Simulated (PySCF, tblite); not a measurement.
**CH8Si3 (triplet), a small gas-phase stand-in for a defect centre: EPR parameters**

What EPR parameters should one expect for `[SiH3]C[Si][SiH3]`? It is drawn as: twofold Si.

Programs: tblite 0.8.0 and PySCF 2.14.0. All values are calculated, for the isolated system unless a continuum is named. Atoms count from 0, parts from 1.

## Step 1: Starting point

12 atoms, charge 0, multiplicity 3; geometry: distance geometry start.

## Step 2: Geometry optimisation with GFN2-xTB

Job settings and geometry (Å):

```
{"job": {"kind": "relax", "xc": "GFN2-xTB", "basis": "xTB"}, "charge": 0, "multiplicity": 3}
Si     0.540316     0.199592    -1.130815
Si     2.503729     0.089358    -0.168273
C     -0.794304    -0.766235    -0.312229
Si    -2.147484     0.445006     0.180603
H      2.421838     0.116317     1.307882
H      3.227645    -1.130471    -0.527980
H      3.302978     1.286562    -0.533948
H     -0.474532    -1.323707     0.554217
H     -1.245786    -1.459412    -1.049537
H     -2.708231     0.995482    -1.049419
H     -1.447496     1.586269     0.846571
H     -3.181813    -0.128734     1.029085
```

Level: GFN2-xTB geometry optimisation, gas phase.

On the command line:

```console
$ OMP_NUM_THREADS=1 python cluster_run.py task.json out
```

The driver reads the jobs from task.json and runs them one after another.

**Question.** The jobs that follow are: PBE0-D3(BJ)/def2-SVP geometry optimisation, gas phase; UKS B3LYP, IGLO-III on C Si, pcH-1 on H, non-relativistic, mean-field spin-orbit, GIAO; UKS BHandHLYP, IGLO-III on C Si, pcH-1 on H, non-relativistic, mean-field spin-orbit, GIAO. Predict: point group; rotational constants (main isotopes); D, E (B3LYP); g(iso) (B3LYP); ⟨S²⟩; largest a(iso); potential on the surface of density 0.002 e/bohr³, 1st and 99th percentile.

**Answer**, as computed:

```
                                                                  quantity                    value
                                                               point group                       C1
                                      rotational constants (main isotopes)     5.03, 1.72, 1.35 GHz
                                                              D, E (B3LYP)       11.533, 0.015 cm⁻¹
                                                            g(iso) (B3LYP)                  2.00297
                                                                      ⟨S²⟩       2.003 (exact 2.00)
                                                            largest a(iso)  29Si on Si0, -333.5 MHz
potential on the surface of density 0.002 e/bohr³, 1st and 99th percentile       -0.12 V and 1.08 V
```

**Reading.** The start of the PBE0/def2-SVP relaxation was shaken at random by about 0.01 Å, so part of the energy gained, and of the first lengths quoted, undoes that. The optimisation took 9 steps and gained 0.189 eV; among the close pairs (by a distance rule), Si0–Si1 changed most, from 2.256 to 2.326 Å (PBE0/def2-SVP). Si0 carries the largest spin population, 1.75 e. The isotropic g lies 0.6 ppt above the free-electron value. The coupling of 29Si on Si0 runs from -364.9 (BHandHLYP/IGLO-III+pcH-1) to -333.5 MHz (B3LYP/IGLO-III+pcH-1). The triplet was assumed; the singlet may lie lower. A capped cluster stands for the solid here, so long-range fields and strain are missing, and bands or shifts of the capping hydrogens have no counterpart in it.
